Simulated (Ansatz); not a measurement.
# C3H6SSi: the cost of one run

Program: Ansatz 0.2.0. Level of theory: RKS BLYP/def2-SVP. These are calculated values, not measurements.

## 1. Starting point

Bond lengths: C1–C2 1.274 Å, C2–C3 1.482 Å, C3–Si4 1.958 Å, C3–S5 1.683 Å, C1–H6 1.141 Å, C1–H7 1.099 Å, C2–H8 1.068 Å, Si4–H9 1.543 Å, Si4–H10 1.421 Å, Si4–H11 1.484 Å. Angles (14 of 15 angles, heavy atoms first): C1–C2–C3 123.3°, C2–C3–Si4 116.9°, C2–C3–S5 130.3°, Si4–C3–S5 112.6°, C1–C2–H8 119.7°, C3–C2–H8 117.0°, C2–C1–H6 125.7°, C2–C1–H7 123.3°, C3–Si4–H9 106.1°, C3–Si4–H10 114.4°, C3–Si4–H11 109.0°, H6–C1–H7 111.0°, H9–Si4–H10 107.3°, H9–Si4–H11 105.5°.

Structure file:

```xyz
11

C    -1.6047    1.3561    0.5864
C    -0.7938    0.3749    0.5299
C     0.2297    0.2258   -0.5317
Si    1.4479   -1.2999   -0.3804
S     0.6023    1.2256   -1.8339
H    -1.6552    2.2212   -0.1559
H    -2.3711    1.4607    1.3669
H    -0.8135   -0.3729    1.2921
H     0.9775   -2.1011    0.8513
H     2.8067   -0.9471   -0.1621
H     1.2397   -2.2003   -1.5419
```

## 2. End point A

Contents of input.yaml:

```yaml
crystal:
  periodic: [false, false, false]
  atoms:
    - { symbol: C, position_ang: [-1.6047, 1.3561, 0.5864] }
    - { symbol: C, position_ang: [-0.7938, 0.3749, 0.5299] }
    - { symbol: C, position_ang: [0.2297, 0.2258, -0.5317] }
    - { symbol: Si, position_ang: [1.4479, -1.2999, -0.3804] }
    - { symbol: S, position_ang: [0.6023, 1.2256, -1.8339] }
    - { symbol: H, position_ang: [-1.6552, 2.2212, -0.1559] }
    - { symbol: H, position_ang: [-2.3711, 1.4607, 1.3669] }
    - { symbol: H, position_ang: [-0.8135, -0.3729, 1.2921] }
    - { symbol: H, position_ang: [0.9775, -2.1011, 0.8513] }
    - { symbol: H, position_ang: [2.8067, -0.9471, -0.1621] }
    - { symbol: H, position_ang: [1.2397, -2.2003, -1.5419] }
basis:
  gaussian: { orbitals: def2-SVP }
hamiltonian:
  xc: blyp
relax:
  f_tol: 0.02
  max_steps: 50
output:
  orbitals: {}
```

The run is started by

```sh
> ansatz run input.yaml --threads 2 --pin off --max-ram 3072MiB --backend cpu --events-out ev --progress --plain --runs-dir out
```

Q: Estimate wall time and peak memory on 2 threads of Arm Neoverse V1, shared host.

About 15 s, with a peak of 0.15 GiB.
